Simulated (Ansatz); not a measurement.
# Cu in Ansatz: a series of runs, part 2 of 2

Ansatz 0.2.0. The steps go on from the part before.

## (3) Relaxation of the atoms, PBE (the (1 0 0) slab of Cu, cut from the database cell, not relaxed)

Input file input.yaml:

```yaml
crystal:
  lattice:
    - [2.556191014, 0.0, 0.0]
    - [0.0, 2.556191014, 0.0]
    - [0.0, 0.0, 25.845]
  atoms:
    - { symbol: Cu, position: [0.5, 0.5, 0.2901915264] }
    - { symbol: Cu, position: [0.0, 0.0, 0.3601276843] }
    - { symbol: Cu, position: [0.5, 0.5, 0.4300638421] }
    - { symbol: Cu, position: [0.0, 0.0, 0.5] }
    - { symbol: Cu, position: [0.5, 0.5, 0.5699361579] }
    - { symbol: Cu, position: [0.0, 0.0, 0.6398723157] }
    - { symbol: Cu, position: [0.5, 0.5, 0.7098084736] }
hamiltonian:
  xc: pbe
  pseudopotentials: { kind: paw }
kpoints:
  mp_grid: { grid: [10, 10, 1] }
scf:
  occupations: { method: fermi_dirac, width: 0.05 }
output:
  forces: true
  eigenvalues: true
relax:
  f_tol: 0.02
  max_steps: 40
  constraints: [{ sites: [0, 1, 2] }]
efield:
  axis: 3
  dipole_correction: true
  ramp_width: 0.04
```

Potentials or basis: Ansatz PAW.

On the command line:

```bash
$ ansatz run input.yaml --threads 4 --pin off --max-ram 11264MiB --backend cpu --events-out ev --progress --plain --runs-dir out
```

What it wrote:

```text
Warning: RAYON_NUM_THREADS=4 ignored (pool sized by the plan → 4); use --threads N
Engine: ansatz 0.2.0, aarch64-unknown-linux-gnu
Pseudopotentials: kind: paw
Pseudopotential: Cu, paw, valence charge 19, recommended cutoff 420 eV (normal), Cu.paw.azcp
Functional definition: PBE
  parameter kappa = 0.804
  parameter beta = 0.06672455060314922
  exchange = pbe_x(kappa = kappa, mu = beta*pi^2/3)
  correlation = pbe_c(beta = beta)
Crystal: 7 atoms, lattice volume = 168.874 Å³
[... 93 lines left out ...]
  atom   3  Cu     0.00000000     0.00000000     0.07290606
  atom   4  Cu     0.00000000     0.00000000     0.00026223
  atom   5  Cu     0.00000000     0.00000000     0.00067118
  atom   6  Cu     0.00000000     0.00000000    -0.00192692
  atom   7  Cu     0.00000000     0.00000000     0.00331769
  max |Σ_I F_I| component: 2.09e-5 eV/Å
--- Band table (eV; the first three rows and the last of 21) ---
  k-point 0: bands = ["-106.6521", "-106.6438", "-106.6064", "-106.5966", "-106.5883", "-106.2287", "-106.2041", "-64.0345", "-64.0293", "-63.9970", "-63.9970", "-63.9913", "-63.9901", "-63.9901", "-63.9623", "-63.9515", "-63.9515", "-63.9381", "-63.9381", "-63.9291", "-63.9228", "-63.9228", "-63.5971", "-63.5971", "-63.5773", "-63.5730", "-63.5730", "-63.5525", "-3.1984", "-2.6039", "-1.5977", "-0.3569", "0.7191", "1.1476", "1.1601", "1.6287", "1.7766", "2.0519", "2.3818", "2.6767", "2.8729", "2.9433", "3.0332", "3.0332", "3.1843", "3.1843", "3.3986", "3.4641", "3.4641", "3.5032", "3.6897", "3.7188", "3.8117", "3.8128", "3.8128", "3.8288", "3.8863", "4.0103", "4.1561", "4.1561", "4.1606", "4.2904", "4.4022", "4.4022", "4.4662", "4.4793", "4.4981", "4.4981", "4.8039", "6.2831", "7.1457", "10.1795", "10.5415", "11.5350", "13.0125", "13.8155", "15.6173", "16.1678", "18.8635", "19.1247"]
  k-point 1: bands = ["-106.6517", "-106.6433", "-106.6059", "-106.5960", "-106.5882", "-106.2283", "-106.2037", "-64.0332", "-64.0283", "-64.0038", "-63.9982", "-63.9965", "-63.9895", "-63.9885", "-63.9652", "-63.9539", "-63.9507", "-63.9442", "-63.9378", "-63.9284", "-63.9270", "-63.9230", "-63.6025", "-63.5968", "-63.5783", "-63.5768", "-63.5726", "-63.5521", "-2.9578", "-2.3701", "-1.3772", "-0.1592", "0.8846", "1.2786", "1.2890", "1.6929", "1.8342", "2.0982", "2.4117", "2.6869", "2.8674", "2.9969", "3.0344", "3.0661", "3.1479", "3.1860", "3.1901", "3.2751", "3.4204", "3.6345", "3.6391", "3.6823", "3.7095", "3.7877", "3.8111", "3.8527", "3.8735", "3.9992", "4.0507", "4.0640", "4.1931", "4.2147", "4.2899", "4.3622", "4.3938", "4.4057", "4.4676", "4.5096", "5.3292", "6.7283", "7.6673", "10.4071", "10.7812", "11.7497", "13.2365", "13.9739", "15.8299", "16.3562", "17.0476", "17.7371"]
  k-point 2: bands = ["-106.6504", "-106.6420", "-106.6045", "-106.5946", "-106.5878", "-106.2271", "-106.2025", "-64.0308", "-64.0263", "-64.0190", "-64.0129", "-63.9949", "-63.9899", "-63.9877", "-63.9750", "-63.9607", "-63.9549", "-63.9484", "-63.9369", "-63.9368", "-63.9290", "-63.9239", "-63.6164", "-63.5958", "-63.5923", "-63.5757", "-63.5716", "-63.5509", "-2.2554", "-1.6947", "-0.7587", "0.3531", "1.2592", "1.5860", "1.6104", "1.8686", "2.0108", "2.2723", "2.5381", "2.7145", "2.7771", "2.9834", "3.0336", "3.1083", "3.1128", "3.1187", "3.1490", "3.1879", "3.2473", "3.3110", "3.4778", "3.6014", "3.6499", "3.6667", "3.7325", "3.8273", "3.8432", "3.9171", "3.9316", "3.9570", "4.1617", "4.1666", "4.2437", "4.3223", "4.3928", "4.4656", "4.4791", "4.8929", "6.1840", "7.7130", "8.8577", "11.0844", "11.5007", "12.3806", "13.6082", "13.8987", "14.2916", "14.4945", "15.3505", "16.4833"]
  k-point 20: bands = ["-106.6427", "-106.6341", "-106.5964", "-106.5846", "-106.5838", "-106.2196", "-106.1950", "-64.0504", "-64.0504", "-64.0444", "-64.0444", "-64.0123", "-64.0067", "-64.0067", "-64.0026", "-63.9874", "-63.9874", "-63.9694", "-63.9668", "-63.9668", "-63.9571", "-63.9522", "-63.6481", "-63.6481", "-63.6240", "-63.6240", "-63.5693", "-63.5442", "1.1830", "1.2325", "1.3863", "1.5301", "1.6385", "1.6385", "1.6935", "1.8279", "1.8279", "2.0710", "2.1535", "2.1928", "2.1928", "2.6977", "2.6977", "3.2994", "3.2994", "3.8527", "3.8927", "3.9113", "3.9113", "4.0966", "4.1225", "4.2887", "4.3165", "4.3531", "4.3531", "4.3716", "4.4613", "4.4688", "4.5162", "4.5252", "4.5276", "4.8330", "4.8570", "7.8747", "7.8747", "8.9046", "8.9046", "10.3435", "10.3435", "12.0251", "12.0251", "13.1503", "13.1622", "13.4045", "13.4595", "13.8501", "13.8551", "13.8551", "14.0799", "14.6876"]
--- Relaxed structure (4 steps of the walk, 4 accepted, 0 SCFs on fresh bases) ---
  F+E_penalty+E_count = -46375.00172953 eV   max|allowed force component| = 3.318e-3 eV/Å
  atoms:
    - { symbol: Cu, position: [0.5, 0.5, 0.2901915264] }
    - { symbol: Cu, position: [0.0, 0.0, 0.36012768430000003] }
    - { symbol: Cu, position: [0.5, 0.5, 0.4300638421] }
    - { symbol: Cu, position: [-1.4465998327085478e-32, 0.0, 0.5006848541394265] }
    - { symbol: Cu, position: [0.5, 0.5, 0.5712638252655086] }
    - { symbol: Cu, position: [-3.8575995538894605e-32, 0.0, 0.6420312682026492] }
    - { symbol: Cu, position: [0.5, 0.5, 0.7104768658491266] }
```

Run time: 31 s. Hardware: 4 threads of Arm Neoverse V2, shared host; peak memory 0.68 GiB.

Results:

- Free energy: -46375.0017 eV
- Energy gained by relaxing: 0.7 meV/atom
- Ionic steps: 4
- Largest force after relaxing: 0.210 eV/Å
- Band gap on the k mesh: none (metal or under the smearing width)
- Work function of the upper face: 4.57 eV
- Work function of the lower face: 4.59 eV
- Dipole across the slab: 0.000 e·Å

Forces in eV/Å, atoms in the order of the input:
```
Cu   0.000  0.000  0.135
Cu   0.000  0.000 -0.210
Cu   0.000  0.000  0.073
Cu   0.000  0.000  0.000
Cu   0.000  0.000  0.001
Cu   0.000  0.000 -0.002
Cu   0.000  0.000  0.003
```

Step by step:
```
step  energy change (eV)  largest force (eV/Å)
   1              0.0000                0.2136
   2             -0.0028                0.2123
   3             -0.0047                0.2102
   4             -0.0047                0.2102
```

Final structure:
```
CELL_PARAMETERS angstrom
2.55619 0.00000 0.00000
0.00000 2.55619 0.00000
0.00000 0.00000 25.84500
ATOMIC_POSITIONS crystal
Cu 0.50000 0.50000 0.29019
Cu 0.00000 0.00000 0.36013
Cu 0.50000 0.50000 0.43006
Cu 0.00000 0.00000 0.50068
Cu 0.50000 0.50000 0.57126
Cu 0.00000 0.00000 0.64203
Cu 0.50000 0.50000 0.71048
```
